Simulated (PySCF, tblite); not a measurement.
**C₇H₁₂P+: geometry, infrared bands and NMR shifts**

Wanted: the infrared bands and NMR shifts of C₇H₁₂P+ (`C=C[P+](C)(C)C#CC`), by calculation.

Programs: tblite 0.8.0 and PySCF 2.14.0, with density-fitted response routines of our own. Each step states its level of theory. These are calculated values for one molecule in the gas phase, unless marked as measured. Atoms count from 0, in the outputs and in this text.

## (1) The starting structure

20 atoms, charge 1, multiplicity 1; geometry from: force field or distance geometry start.

Bonds of the start (Å): C0–C1 1.32, C1–P2 1.77, P2–C3 1.82, P2–C4 1.84, P2–C5 1.75, C5–C6 1.23, C6–C7 1.48, C0–H8 1.10, C0–H9 1.11, C1–H10 1.11, C3–H11 1.13, C3–H12 1.11, C3–H13 1.10, C4–H14 1.10, C4–H15 1.12, C4–H16 1.09, C7–H17 1.12, C7–H18 1.10, C7–H19 1.13.

## (2) Optimising the geometry with GFN2-xTB

Job settings and geometry (Å):

```
{"job": {"kind": "relax", "xc": "GFN2-xTB", "basis": "xTB"}, "charge": 1, "multiplicity": 1}
C     -1.226500     2.256000    -0.487600
C     -1.660800     1.158600     0.095700
P     -0.775900    -0.370300     0.208700
C     -1.408000    -1.656600    -0.905500
C     -0.951900    -0.976500     1.932700
C      0.912800    -0.033400    -0.122700
C      2.097800     0.181700    -0.353800
C      3.532200     0.414500    -0.630200
H     -0.250600     2.322800    -0.992000
H     -1.894600     3.145800    -0.468200
H     -2.655700     1.211900     0.574600
H     -0.796900    -2.581700    -0.711200
H     -2.494200    -1.818700    -0.714100
H     -1.206800    -1.369300    -1.952700
H     -1.482600    -0.203600     2.515100
H      0.092100    -1.135600     2.297800
H     -1.503000    -1.909000     1.852900
H      3.782500     0.084500    -1.673900
H      3.705400     1.498400    -0.518500
H      4.179700    -0.208800     0.050000
```

The run is started by

```bash
$ OMP_NUM_THREADS=1 python probes_run.py task.json out
```

This one command runs all jobs of the session in turn.

**Question.** This job is followed by: GFN2-xTB harmonic vibrations, gas phase; GIAO PBE0/pcSseg-1 NMR shielding, non-relativistic, gas phase. Predict these results of the whole session: strongest single infrared mode (GFN2-xTB); zero-point energy (GFN2-xTB); 13C shifts against TMS (PBE0/pcSseg-1, means over atoms taken as alike); 1H shifts against TMS (PBE0/pcSseg-1, means over atoms taken as alike); 31P shifts against H3PO4 (PBE0/pcSseg-1).

The runs gave:

| quantity | value |
| --- | --- |
| strongest single infrared mode (GFN2-xTB) | 2298 cm⁻¹, 458 km/mol |
| zero-point energy (GFN2-xTB) | 101.2 kcal/mol |
| 13C shifts against TMS (PBE0/pcSseg-1, means over atoms taken as alike) | 156.2, 136.9, 124.6, 59.9, 17.3, 6.1 ppm |
| 1H shifts against TMS (PBE0/pcSseg-1, means over atoms taken as alike) | 7.43, 7.25, 6.25, 2.73, 2.17 ppm |
| 31P shifts against H3PO4 (PBE0/pcSseg-1) | -7.2 ppm |

What this shows: Over 84 steps the energy fell by 0.403 eV; of the close pairs, C6–C7 changed most, 1.479 to 1.429 Å. The lowest mode is slightly imaginary (7i cm⁻¹), a soft motion within the noise of the Hessian, so the minimum is not strictly shown. The strongest single mode, at 2298 cm⁻¹, moves mainly C6 and C5. Unscaled tight-binding wavenumbers are off by several per cent, some by more. Its intensities can rank the bands wrongly. At PBE0/pcSseg-1: The widest tensor belongs to C6: span 292 ppm, with a paramagnetic part of -223 ppm.
